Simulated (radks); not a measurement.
**Ti³⁺ in [Ar] 3d1: an all-electron calculation**

An exercise on one series of results from a longer session: the logs are not shown, and one member is left open.

Program: radks (a radial shooting solver on a logarithmic mesh, Libxc functionals) version 1. Level of theory: scalar-relativistic Kohn-Sham, PBE, spin-polarised, spherical densities, finite nucleus; open shells are filled with parallel spins first. These are calculated values, not measurements, unless marked.

## The atom as given

- element: titanium (Z = 22)
- charge: +3
- electrons: 19
- configuration: [Ar] 3d1
- nuclear rms radius: 3.5921 fm

Outer shells as boxes (Hund's rule):

Ti³⁺
```
[Ar] core
3d [↑ ][  ][  ][  ][  ]
```

The first run:

Input:

```text
Z 22
configuration [Ar] 3d1
relativity scalar-relativistic
functional pbe,pbe
spin polarised
nucleus finite rms 3.5921 fm
c 137.035999084
```

On the command line:

```console
> python run_ks.py task.json out
```

All runs below come from this command, one after another.

One of the session's tables, all rows but one given; the rest of the session is left out.

It belongs to the step «Orbitals and density». Radial moments (bohr):

| level | <r> | outermost maximum (interpolated) | 90 % within | nodes |
| --- | --- | --- | --- | --- |
| 1s down | 0.06959 | 0.0456 | 0.124 | 0 |
| 1s up | 0.06959 | 0.0456 | 0.124 | 0 |
| 2s up | 0.3250 | 0.269 | 0.505 | 1 |
| 2s down | 0.3248 | 0.269 | 0.505 | 1 |
| 2p up | 0.2900 | 0.220 | 0.477 | 0 |
| 2p down | ? | ? | ? | ? |
| 3s up | 0.9923 | 0.865 | 1.48 | 2 |
| 3s down | 0.9928 | 0.865 | 1.48 | 2 |
| 3p up | 1.056 | 0.894 | 1.61 | 1 |
| 3p down | 1.057 | 0.894 | 1.62 | 1 |
| 3d up | 1.259 | 0.925 | 2.08 | 0 |
| 3d down | 1.266 | 0.926 | 2.10 | 0 |

Estimate the missing values for 2p down.

As computed: <r>: 0.2898; outermost maximum (interpolated): 0.220; 90 % within: 0.477; nodes: 0. In the column «<r>» it lies between 1s up (0.06959) and 2p up (0.2900).

Limits of these values: Open shells are spherical and high-spin; term and fine-structure splittings are not resolved.
